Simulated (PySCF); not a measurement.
**RbBi+: from the state search to spectroscopic constants**

The task here is to estimate one member of a computed series from the others.

Program: PySCF 2.14.0. Level of theory: Rb def2-SVP with ECP28, Bi def2-SVP with ECP60, scalar-relativistic core potentials. These are calculated values, not measurements.

The first run:

The job is set up so:

- atoms: Rb, Bi
- charge: 1
- basis: Rb def2-SVP with ECP28, Bi def2-SVP with ECP60
- Hamiltonian: scalar-relativistic core potentials
- basis functions: 50
- electrons treated: 31
- masses in u: 84.9118, 208.9804
- levels: PBE0, PBE, r²SCAN, M06-2X, TPSSh, B2PLYP, HSE06, HF, MP2, SCS-MP2, CCSD, CCSD(T)
- grid: 80 radial by 434 angular points
- occupations: held fixed by the projection of orbital angular momentum
- dissociation limit: Rb+ + Bi, each in its ground configuration
- starting distance in angstrom: 3.620
- values of 2S to try: 1, 3

Command:

```bash
$ OMP_NUM_THREADS=1 python dia.py task.json out
```

Steps of the session up to this table: The job; PBE0 along the bond; Excited determinants; PBE (GGA); r²SCAN (meta-GGA); M06-2X; TPSSh; B2PLYP (double hybrid); HSE06; UHF (mean field); Correlated methods on the Hartree–Fock reference.

One table of the session follows, with a row left open; its other results are not shown here.

It belongs to the step «The curves together». Energy (eV) from each level's lowest point:

| R (Å) | UHF | UHF-MP2 | UHF-SCS-MP2 | UHF-CCSD | UHF-CCSD(T) |
| --- | --- | --- | --- | --- | --- |
| 3.554 | 0.163 | 0.110 | 0.118 | n/a | n/a |
| 3.719 | 0.085 | 0.048 | 0.054 | 0.050 | 0.048 |
| 3.884 | 0.039 | 0.016 | 0.020 | 0.017 | 0.016 |
| 4.008 | 0.019 | 0.005 | 0.007 | 0.005 | 0.005 |
| 4.132 | 0.008 | 0.000 | 0.001 | 0.000 | 0.000 |
| 4.256 | 0.002 | 0.000 | 0.000 | 0.000 | 0.000 |
| 4.421 | 0.000 | 0.005 | 0.004 | 0.005 | 0.005 |
| 4.628 | ? | ? | ? | ? | ? |
| 4.876 | 0.012 | 0.029 | 0.025 | 0.028 | 0.029 |
| 5.206 | 0.025 | 0.047 | 0.042 | n/a | n/a |

Estimate the missing values for R (Å) = 4.628.

Worked estimate for «UHF». A straight line through the neighbours (4.421, 0.000) and (4.876, 0.012) gives 0.000 + (0.012 − 0.000) × (4.628 − 4.421) / (4.876 − 4.421) = 0.005; a parabola fitted to 4 rows on both sides gives 0.004.

**Answer.** UHF: 0.004; UHF-MP2: 0.015; UHF-SCS-MP2: 0.012; UHF-CCSD: 0.014; UHF-CCSD(T): 0.015. In «UHF» the line misses by +0.001 and the parabola by 0.000.

To keep in mind: The bond is weak, and basis-set superposition, which was not computed, may be a sizeable part of it.
